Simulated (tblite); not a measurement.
# C5H11BO2S: the cost of one run

Programs: tblite 0.8.0 and PySCF 2.14.0, with density-fitted response routines of our own. Each step states its level of theory. These are calculated values for one molecule in the gas phase, unless marked as measured. Atoms are numbered from 0 throughout.

**1. The molecule as given**

20 atoms, charge 0, multiplicity 1; geometry from: force field or distance geometry start.

Bonds of the start (Å): B0–S1 1.86, S1–C2 1.78, S1–C3 1.76, C3–C4 1.50, C4–C5 1.48, C5–O6 1.27, C5–C7 1.48, C7–O8 1.25, B0–H9 1.21, B0–H10 1.20, B0–H11 1.18, C2–H12 1.11, C2–H13 1.12, C2–H14 1.08, C3–H15 1.11, C3–H16 1.13, C4–H17 1.11, C4–H18 1.13, C7–H19 1.09.

**2. Geometry optimisation with GFN2-xTB**

The job: settings as JSON, then the geometry in Å.

```
{"job": {"kind": "relax", "xc": "GFN2-xTB", "basis": "xTB"}, "charge": 0, "multiplicity": 1}
B     -2.611300     1.365400    -0.467100
S     -1.090700     0.302800    -0.572500
C     -1.676200    -1.371200    -0.390200
C      0.102800     0.755900     0.640200
C      1.360600    -0.054600     0.653700
C      2.133300    -0.010000    -0.606400
O      1.744500     0.675400    -1.605200
C      3.406100    -0.744900    -0.748700
O      3.884800    -1.451900     0.160100
H     -3.004200     1.278100     0.670500
H     -3.423100     0.843100    -1.179800
H     -2.416600     2.482900    -0.785900
H     -2.360300    -1.576300    -1.246000
H     -2.262200    -1.386700     0.560500
H     -0.890500    -2.107200    -0.335400
H      0.344800     1.840800     0.573800
H     -0.364100     0.600900     1.658000
H      1.148600    -1.126700     0.847400
H      2.020900     0.378900     1.458800
H      3.947400    -0.683700    -1.698500
```

Started as:

```console
> OMP_NUM_THREADS=1 python probes_run.py task.json out
```

This one command runs all jobs of the session in turn.

Q: Estimate the wall time of this first job on 1 thread of Arm Neoverse V1, shared host.

About 1 s.
